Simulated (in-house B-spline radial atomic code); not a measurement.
# Er⁷⁺: ionisation energy by several methods

Wanted: one ionisation energy, Er⁷⁺ to configuration [Kr] 4d10 4f10 5s2 5p2, up the ladder of functionals.

Method: non-relativistic, several functionals, spin-polarised, exact exchange averaged over the configuration; spherical all-electron atom at the radial basis limit. Code: in-house B-spline radial atomic code version 1.

## (1) What is computed

```
element       : erbium (Z = 68)
charge        : +7
electrons     : 61
configuration : [Kr] 4d10 4f10 5s2 5p3
nucleus       : point
```

The outer shells:

[Kr] 4d10 4f10 5s2 5p3
```
[Kr] core
4d [↑↓][↑↓][↑↓][↑↓][↑↓]
4f [↑↓][↑↓][↑↓][↑ ][↑ ][↑ ][↑ ]
5s [↑↓]
5p [↑ ][↑ ][↑ ]
```

Where spins are not typed, each open shell is filled with up spins first.

## (2) HSE06

Settings, as recorded:

```ini
Z = 68
electrons = 61.0
configuration = [Kr] 4d10 4f10 5s2 5p3
hamiltonian = nr
method = hse06
spin_polarised = True
exact_exchange = averaged over the configuration
```

Run with:

```sh
$ python run_scf.py task.json out
```

task.json lists these runs, among others, and the program works through them in turn.

## (3) r2SCAN0

The settings differ from step 2 so:

```diff
@@ -4,3 +4,3 @@
 hamiltonian = nr
-method = hse06
+method = r2scan0
 spin_polarised = True
```

## (4) B3LYP

The settings differ from step 3 so:

```diff
@@ -4,3 +4,3 @@
 hamiltonian = nr
-method = r2scan0
+method = b3lyp
 spin_polarised = True
```

## (5) ωB97X

The settings differ from step 4 so:

```diff
@@ -4,3 +4,3 @@
 hamiltonian = nr
-method = b3lyp
+method = wb97x
 spin_polarised = True
```

## (6) CAM-B3LYP

The settings differ from step 5 so:

```diff
@@ -4,3 +4,3 @@
 hamiltonian = nr
-method = wb97x
+method = camb3lyp
 spin_polarised = True
```

The tabulated ionisation energy is 131 ± 7 eV (tabulated theoretical; NIST Atomic Spectra Database). What does each method give, and which comes nearest?

The runs gave:

| method | rung | total energy (hartree) | ΔSCF (eV) | −ε highest (eV) | ΔSCF less tabulated (eV) |
| --- | --- | --- | --- | --- | --- |
| r2SCAN0 | global hybrid | -12488.7103 | 127.85 | 115.52 (4f down) | -3.15 |
| B3LYP | global hybrid | -12488.8357 | 126.97 | 115.34 (4f down) | -4.03 |
| HSE06 | range-separated hybrid | -12488.0945 | 126.93 | 115.53 (4f down) | -4.07 |
| ωB97X | range-separated hybrid | -12489.0430 | 126.55 | 118.22 (4f down) | -4.45 |
| CAM-B3LYP | range-separated hybrid | -12489.2011 | 126.94 | 117.33 (4f down) | -4.06 |

What this shows: The tabulated ionisation energy is 131 ± 7 eV (tabulated theoretical; NIST Atomic Spectra Database). r2SCAN0 comes nearest (-3.15 eV) and ωB97X is farthest (-4.45 eV, 3.4 %). The table's own uncertainty is as large as these misses, so the order means little. All methods miss on the same side by much the same amount, which points to something that they share. These runs lack relativity altogether, which can outweigh the gaps between the methods, so the nearest may be so by luck. These runs leave out relativity, which matters at this nuclear charge. Open shells are averaged (over orientations, and over spins where the run is restricted), while tables refer to the lowest levels. ΔSCF removes a 5p electron, which is never the highest level here, so the two columns refer to different electrons.
